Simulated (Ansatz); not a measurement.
# YSiF3: the cost of one run

Computed with Ansatz 0.2.0 (DFT PBE, scalar-relativistic, plane waves, PAW, unless a step's input says otherwise).

### 1 The starting structure

Symmetry: P4/mbm, No. 127, tetragonal system. The conventional cell has a = 5.548 Å, b = 5.548 Å, c = 3.923 Å, α = 90.00°, β = 90.00°, γ = 90.00°. Y (site symmetry mmm) has 12 F at 2.65 to 2.90 Å as nearest neighbours. Si (site symmetry 4/m) has 6 F at 1.96 to 1.97 Å as nearest neighbours. F (site symmetry m2m) is surrounded by 2 Si at 1.97 Å and 2 Y at 2.65 Å. F (site symmetry 4/m) has 2 Si at 1.96 Å and 4 Y at 2.77 Å as nearest neighbours.

Structure file:

```cif
data_structure
_symmetry_space_group_name_H-M 'P 1'
_symmetry_Int_Tables_number 1
_cell_length_a 5.5475
_cell_length_b 5.5475
_cell_length_c 3.9227
_cell_angle_alpha 90.000
_cell_angle_beta 90.000
_cell_angle_gamma 90.000
_cell_volume 120.72
loop_
_atom_site_label
_atom_site_type_symbol
_atom_site_fract_x
_atom_site_fract_y
_atom_site_fract_z
_atom_site_occupancy
Y1 Y 0.00000 0.50000 0.50000 1
Y2 Y 0.50000 0.00000 0.50000 1
Si1 Si 0.50000 0.50000 0.00000 1
Si2 Si 0.00000 0.00000 0.00000 1
F1 F 0.77231 0.27231 0.00000 1
F2 F 0.72769 0.77231 0.00000 1
F3 F 0.50000 0.50000 0.50000 1
F4 F 0.22769 0.72769 0.00000 1
F5 F 0.27231 0.22769 0.00000 1
F6 F 0.00000 0.00000 0.50000 1
```

A structure generator made this guess: perovskite family, tilts a0a0c+ (P4/mbm, No. 127). Lengths come from tabulated atomic sizes and are only a guess.

### 2 The guess as it stands, on a coarse mesh

Input file input.yaml:

```yaml
crystal:
  lattice:
    - [5.54750941, 0.0, 0.0]
    - [0.0, 5.54750941, 0.0]
    - [0.0, 0.0, 3.92268152]
  atoms:
    - { symbol: "Y", position: [0.0, 0.5, 0.5] }
    - { symbol: "Y", position: [0.5, 0.0, 0.5] }
    - { symbol: Si, position: [0.5, 0.5, 0.0] }
    - { symbol: Si, position: [0.0, 0.0, 0.0] }
    - { symbol: F, position: [0.77231254, 0.27231254, 0.0] }
    - { symbol: F, position: [0.72768746, 0.77231254, 0.0] }
    - { symbol: F, position: [0.5, 0.5, 0.5] }
    - { symbol: F, position: [0.22768746, 0.72768746, 0.0] }
    - { symbol: F, position: [0.27231254, 0.22768746, 0.0] }
    - { symbol: F, position: [0.0, 0.0, 0.5] }
basis:
  ecutwfc: 420
kpoints:
  mp_grid: { grid: [4, 4, 4] }
hamiltonian:
  xc: pbe
scf:
  occupations: { method: gaussian, width: 0.1 }
  lower_state_search: "off"
output:
  forces: true
  stress: true
  eigenvalues: true
```

Run with:

```bash
> ansatz run input.yaml --threads 1 --pin off --max-ram 2560MiB --backend cpu --events-out ev --progress --plain --runs-dir out
```

Q: Estimate wall time and peak memory on 1 thread of Intel Xeon Platinum 8488C (Sapphire Rapids), shared host.

About 3.8 s, with a peak of 0.46 GiB.
